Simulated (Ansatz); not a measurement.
**CH6OSeSi: how energies converge with the basis set**

The task here is to estimate one member of a computed series from the others.

Method: one geometry, several basis sets; program: Ansatz 0.2.0, Gaussian basis.

The runs, in order: PBE0-D4/def2-SVP; ωB97M-V/def2-SVP; PBE0-D4/def2-QZVPP; ωB97M-V/def2-QZVPP; the functionals' def2-TZVPP values are taken from earlier runs.

### The geometry

All runs share one geometry, relaxed beforehand with PBE0-D4 in a triple-zeta def2 set.

SMILES `CO[SiH2][SeH]`, 10 atoms, charge 0, spin multiplicity 1.

Atoms are counted from 1 here; the program's logs count them from 0.

Bond lengths: C1–O2 1.411 Å, C1–H5 1.096 Å, C1–H6 1.096 Å, C1–H7 1.091 Å, O2–Si3 1.639 Å, Si3–Se4 2.261 Å, Si3–H8 1.487 Å, Si3–H9 1.486 Å, Se4–H10 1.469 Å. Angles: O2–C1–H5 111.3°, O2–C1–H6 111.6°, O2–C1–H7 108.1°, H5–C1–H6 108.6°, H5–C1–H7 108.5°, H6–C1–H7 108.6°, C1–O2–Si3 122.4°, O2–Si3–Se4 109.9°, O2–Si3–H8 109.0°, O2–Si3–H9 111.8°, Se4–Si3–H8 111.2°, Se4–Si3–H9 105.1°, H8–Si3–H9 109.8°, Si3–Se4–H10 92.7°.

Set-up of the first run:

Input file in.yaml:

```yaml
crystal:
  periodic: [false, false, false]
  atoms:
    - {symbol: C, position_ang: [0.459479, 1.568173, 0.455758]}
    - {symbol: O, position_ang: [0.708362, 0.213620, 0.148829]}
    - {symbol: Si, position_ang: [-0.400271, -0.737659, -0.594115]}
    - {symbol: Se, position_ang: [0.296759, -2.888671, -0.578070]}
    - {symbol: H, position_ang: [0.431134, 2.182858, -0.450613]}
    - {symbol: H, position_ang: [-0.487822, 1.693410, 0.993273]}
    - {symbol: H, position_ang: [1.269786, 1.925985, 1.092508]}
    - {symbol: H, position_ang: [-1.706947, -0.591166, 0.101035]}
    - {symbol: H, position_ang: [-0.551887, -0.390809, -2.031487]}
    - {symbol: H, position_ang: [0.064408, -3.026842, 0.865782]}
basis:
  gaussian: {orbitals: def2-SVP}
hamiltonian: {xc: pbe0, dispersion: d4}
output: {orbitals: {seedname: orbitals}}
```

Run with:

```
$ ansatz run in.yaml --threads 4 --pin off --events-out ev --progress --plain --max-ram 10444MiB
```

Among the steps run: PBE0-D4 in def2-SVP; ωB97M-V in def2-SVP; PBE0-D4 in def2-QZVPP; ωB97M-V in def2-QZVPP.

One table of the session follows, with a row left open; its other results are not shown here.

It belongs to the step «Functionals by basis». 

| functional | basis | HOMO (eV) | LUMO (eV) |
| --- | --- | --- | --- |
| PBE0-D4 | def2-SVP | -7.05 | 0.44 |
| PBE0-D4 | def2-TZVPP | ? | ? |
| PBE0-D4 | def2-QZVPP | -7.20 | -0.08 |
| ωB97M-V | def2-SVP | -9.20 | 2.45 |
| ωB97M-V | def2-TZVPP | -9.35 | 1.92 |
| ωB97M-V | def2-QZVPP | -9.37 | 1.43 |

Estimate the missing values for PBE0-D4, def2-TZVPP.

**Answer.** HOMO (eV): -7.18; LUMO (eV): 0.11. In the column «HOMO (eV)» it lies between PBE0-D4, def2-QZVPP (-7.20) and PBE0-D4, def2-SVP (-7.05).
